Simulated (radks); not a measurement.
**Ca¹⁹⁺ in 2s1: an all-electron calculation**

Aim: the levels, the sizes of the orbitals and the parts of the energy of the calcium ion Ca19+.

The numbers are computed with radks (a radial shooting solver on a logarithmic mesh, Libxc functionals) version 1 (non-relativistic Kohn-Sham, LDA (Slater exchange, Perdew-Wang correlation), spin-polarised, spherical densities, point nucleus; open shells are filled with parallel spins first), except any that are marked as measured or tabulated.

## 1. What is computed

| Property | Result |
| --- | --- |
| element | calcium (Z = 20) |
| charge | +19 |
| electrons | 1 |
| configuration | 2s1 |

Outer shells as boxes (Hund's rule):

Ca¹⁹⁺
```
2s [↑ ]
```

## 2. The run

The run's settings:

```text
Z 20
configuration 2s1
relativity non-relativistic
functional lda,pw
spin polarised
nucleus point
```

Run with:

```
$ python run_ks.py task.json out
```

The same process makes all the runs of this session.

**Question.** What will this run give?

As calculated:

| quantity | value |
| --- | --- |
| total energy | -49.90978 hartree |
| exchange-correlation share of it | 2.83 % |
| −T/E | 0.9994 |
| highest occupied level | 2s up, -1329.8 eV |
| most extended occupied level | 2s up, <r> = 0.300 bohr |
| radius at density 0.001 e/bohr³ | 0.833 bohr |
| maxima of the radial density | 2 |

The radial density shows 2 maxima for 1 occupied principal shells. −T/E = 0.9994, near the virial value of 1. This is not the tabulated ground configuration, so its levels and sizes aren't those of the ground state, and no measured value stands beside it.
